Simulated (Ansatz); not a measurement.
**CH₅GeNOS: small, medium and large basis sets**

One table from this session's results is given with a row withheld; the runs are named, their logs left out.

The runs use Ansatz 0.2.0, Gaussian basis; one geometry, several basis sets.

Plan: PBE0-D4/def2-SVP; ωB97M-V/def2-SVP; PBE0-D4/def2-QZVPP; ωB97M-V/def2-QZVPP; the functionals' def2-TZVPP values are taken from earlier runs.

**Structure used throughout**

An earlier PBE0-D4 in a triple-zeta def2 set relaxation fixed the geometry.

10 atoms, charge 0, spin multiplicity 1.

Atoms are counted from 1 here; the program's logs count them from 0.

Bond lengths: O1–C2 1.208 Å, C2–S3 1.796 Å, C2–N4 1.350 Å, S3–H6 1.340 Å, N4–Ge5 1.867 Å, N4–H7 1.007 Å, Ge5–H8 1.530 Å, Ge5–H9 1.536 Å, Ge5–H10 1.530 Å. Angles: O1–C2–S3 123.0°, O1–C2–N4 123.3°, S3–C2–N4 113.7°, C2–S3–H6 93.1°, C2–N4–Ge5 118.1°, C2–N4–H7 118.8°, Ge5–N4–H7 123.2°, N4–Ge5–H8 109.1°, N4–Ge5–H9 103.1°, N4–Ge5–H10 109.0°, H8–Ge5–H9 111.5°, H8–Ge5–H10 112.3°, H9–Ge5–H10 111.5°.

The first run:

The input, in.yaml:

```yaml
crystal:
  periodic: [false, false, false]
  atoms:
    - {symbol: O, position_ang: [0.446274, -1.558983, 0.493927]}
    - {symbol: C, position_ang: [0.310973, -0.441153, 0.932701]}
    - {symbol: S, position_ang: [0.611585, -0.021774, 2.652813]}
    - {symbol: N, position_ang: [-0.079614, 0.608418, 0.178082]}
    - {symbol: Ge, position_ang: [-0.426770, 0.308754, -1.631581]}
    - {symbol: H, position_ang: [0.948195, -1.277800, 2.976433]}
    - {symbol: H, position_ang: [-0.170499, 1.511374, 0.614310]}
    - {symbol: H, position_ang: [0.852378, -0.183463, -2.310707]}
    - {symbol: H, position_ang: [-0.835362, 1.698067, -2.142788]}
    - {symbol: H, position_ang: [-1.574061, -0.694640, -1.760290]}
basis:
  gaussian: {orbitals: def2-SVP}
hamiltonian: {xc: pbe0, dispersion: d4}
output: {orbitals: {seedname: orbitals}}
```

Steps of the session up to this table: PBE0-D4 in def2-SVP; ωB97M-V in def2-SVP; PBE0-D4 in def2-QZVPP; ωB97M-V in def2-QZVPP.

One of the session's tables, all rows but one given; the rest of the session is left out.

It belongs to the step «Density functionals: the series». 

| functional | basis | HOMO (eV) | LUMO (eV) |
| --- | --- | --- | --- |
| PBE0-D4 | def2-SVP | -7.50 | 0.40 |
| PBE0-D4 | def2-TZVPP | -7.64 | -0.07 |
| PBE0-D4 | def2-QZVPP | -7.67 | -0.28 |
| ωB97M-V | def2-SVP | ? | ? |
| ωB97M-V | def2-TZVPP | -9.86 | 1.69 |
| ωB97M-V | def2-QZVPP | -9.89 | 1.15 |

**Question.** Estimate the row for ωB97M-V, def2-SVP.

**Answer.** HOMO (eV): -9.68; LUMO (eV): 2.28. In the column «HOMO (eV)» it lies between ωB97M-V, def2-TZVPP (-9.86) and PBE0-D4, def2-QZVPP (-7.67).
